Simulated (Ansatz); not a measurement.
**TiAl3 (Pm-3m): relaxations under a series of pressures**

How does TiAl3 (Pm-3m) give way under pressure? The task is relaxations under a series of pressures, for TiAl3 (Pm-3m).

All numbers are computed with Ansatz 0.2.0, driven from Python. Level of theory: DFT PBEsol, plane waves, PAW.

## 1. Starting point

Symmetry: Pm-3m, No. 221, cubic system. The conventional cell has a = 3.956 Å, b = 3.956 Å, c = 3.956 Å, α = 90.00°, β = 90.00°, γ = 90.00°. Ti (site symmetry m-3m) has 12 Al at 2.80 Å as nearest neighbours. Al (site symmetry 4/mmm) is surrounded by 4 Ti at 2.80 Å and 8 Al at 2.80 Å.

The script holds or builds the structure itself.

## 2. The code

File tial3.py:

```python
"""Cell of TiAl3 under pressure."""

import logging
import sys

import ansatz as az
import numpy as np
import pandas as pd

logging.basicConfig(stream=sys.stdout, format="[%(levelname)s] %(message)s")
logger = logging.getLogger("tial3")
logger.setLevel(logging.INFO)

def edges_and_angles(cell):
    cell = np.asarray(cell)
    a, b, c = np.linalg.norm(cell, axis=1)
    cosines = cell[1] @ cell[2] / (b * c), cell[0] @ cell[2] / (a * c), cell[0] @ cell[1] / (a * b)
    return (a, b, c, *np.degrees(np.arccos(cosines)))

crystal = (
    az.Lattice.cubic(3.95567125)
    .space_group(221)
    .atom("Ti", (0.0, 0.0, 0.0))
    .atom("Al", (0.5, 0.5, 0.0))
)

calc = (
    crystal.calculation()
    .functional("pbesol")
    .basis(16 * az.Ha)
    .kpoints(6, 6, 6)
    .occupations(az.OccupationsMethod.FERMI_DIRAC, width=0.1)
    .scf(tolerance=1e-10)
)

# H = F + PV, with 1 GPa A^3 = 1/160.21766 eV
rows = []
for pressure in [0, 5, 10, 20]:
    out = calc.relax(cell=True, pressure=pressure).run(threads=1, backend="cpu")
    cell = out.lattice.cell_ang
    n_atoms = len(out.lattice.sites)
    volume = abs(np.linalg.det(cell)) / n_atoms
    enthalpy = out.report["free_energy_ev"] / n_atoms + pressure * volume / 160.21766
    rows.append((pressure, volume, enthalpy, *edges_and_angles(cell)))
    logger.info(f"{pressure} GPa done: {volume:.4f} A^3/atom")

table = pd.DataFrame(rows, columns=["P_GPa", "V_A3_atom", "H_eV_atom", "a", "b", "c", "alpha", "beta", "gamma"])
print(table.round(4).to_string(index=False))
p, v = np.array([row[0] for row in rows], float), np.array([row[1] for row in rows])
print("mean bulk modulus between rows (GPa):", np.round(-np.diff(p) / np.diff(np.log(v)), 1))
```

## 3. Launch

Launch:

```sh
> python tial3.py
```

**Question.** How far does the cell shrink over this series of pressures, and what bulk modulus does the first step imply?

As calculated:

| quantity | value |
| --- | --- |
| bulk modulus between neighbouring pressures | 121.4 to 167.8 GPa |
| runs compared | 4 |
| range of energy | 109.37 meV/atom |

What this shows: The crystal stiffens as it is compressed. The volume falls from 15.40 Å³ an atom at 0 GPa to 13.44 at 20 GPa, by 12.8 %. Between 0 and 5 GPa, -V dP/dV is about 121 GPa, a mean over that step. In run 1, over 2 moves the cell shrank by 0.5 % in volume, and the space group stayed Pm-3m. In run 4, the volume shrank by 13.2 % over 3 moves under the 20 GPa asked, and the space group stayed Pm-3m. Notes:
- No spin polarisation was allowed.
- At a fixed pressure a relaxation lowers the enthalpy F + PV, while F alone can rise.
- The mesh is modest for a metal, so energies can be off by several to tens of meV an atom and pressures by half a GPa or more; differences at equal mesh fare better.
- This cell is a computed structure, which may not be the phase found in nature.
- Symmetry holds the cell in this phase, so another phase that may be stable under pressure is not reached.
